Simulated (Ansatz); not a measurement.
# Ce3HfO8: the cost of one run

Computed with Ansatz 0.2.0 (DFT PBE, scalar-relativistic, plane waves, PAW, unless a step's input says otherwise).

**1. The starting structure**

The structure is cubic, space group Pm-3m (No. 221). The conventional cell has a = 5.688 Å, b = 5.688 Å, c = 5.688 Å, α = 90.00°, β = 90.00°, γ = 90.00°. Ce (site symmetry 4/mmm) has 8 O at 2.46 Å as nearest neighbours. Hf (site symmetry m-3m) is surrounded by 8 O at 2.46 Å. O (site symmetry 3m) is surrounded by 3 Ce at 2.46 Å and 1 Hf at 2.46 Å.

As a file:

```xyz
12
Lattice="5.6883 0.0000 0.0000 0.0000 5.6883 0.0000 0.0000 0.0000 5.6883" Properties=species:S:1:pos:R:3 pbc="T T T"
Ce    0.0000    0.0000    2.8441
Ce    2.8441    0.0000    0.0000
Ce    0.0000    2.8441    0.0000
Hf    2.8441    2.8441    2.8441
O     1.4221    1.4221    4.2662
O     4.2662    1.4221    1.4221
O     1.4221    4.2662    1.4221
O     4.2662    4.2662    4.2662
O     4.2662    4.2662    1.4221
O     1.4221    4.2662    4.2662
O     4.2662    1.4221    4.2662
O     1.4221    1.4221    1.4221
```

The start is an ordering of an alloy on its end members' structure types: elements ordered on the sites of the CeO2 type, Hf/Ce on Ce (Pm-3m, No. 221).

**2. The guess as it stands, on a coarse mesh**

Input file input.yaml:

```yaml
crystal:
  lattice:
    - [5.68829089, 0.0, 0.0]
    - [0.0, 5.68829089, 0.0]
    - [0.0, 0.0, 5.68829089]
  atoms:
    - { symbol: Ce, position: [0.0, 0.0, 0.5] }
    - { symbol: Ce, position: [0.5, 0.0, 0.0] }
    - { symbol: Ce, position: [0.0, 0.5, 0.0] }
    - { symbol: Hf, position: [0.5, 0.5, 0.5] }
    - { symbol: O, position: [0.25, 0.25, 0.75] }
    - { symbol: O, position: [0.75, 0.25, 0.25] }
    - { symbol: O, position: [0.25, 0.75, 0.25] }
    - { symbol: O, position: [0.75, 0.75, 0.75] }
    - { symbol: O, position: [0.75, 0.75, 0.25] }
    - { symbol: O, position: [0.25, 0.75, 0.75] }
    - { symbol: O, position: [0.75, 0.25, 0.75] }
    - { symbol: O, position: [0.25, 0.25, 0.25] }
basis:
  ecutwfc: 420
kpoints:
  mp_grid: { grid: [4, 4, 4] }
hamiltonian:
  xc: pbe
scf:
  occupations: { method: gaussian, width: 0.1 }
  lower_state_search: "off"
output:
  forces: true
  stress: true
  eigenvalues: true
```

The run is started by

```sh
$ ansatz run input.yaml --threads 1 --pin off --max-ram 2560MiB --backend cpu --events-out ev --progress --plain --runs-dir out
```

Q: Estimate wall time and peak memory on 1 thread of Intel Xeon at 2.50GHz (Skylake/Cascade Lake), shared host.

About 20 s, with a peak of 0.53 GiB.
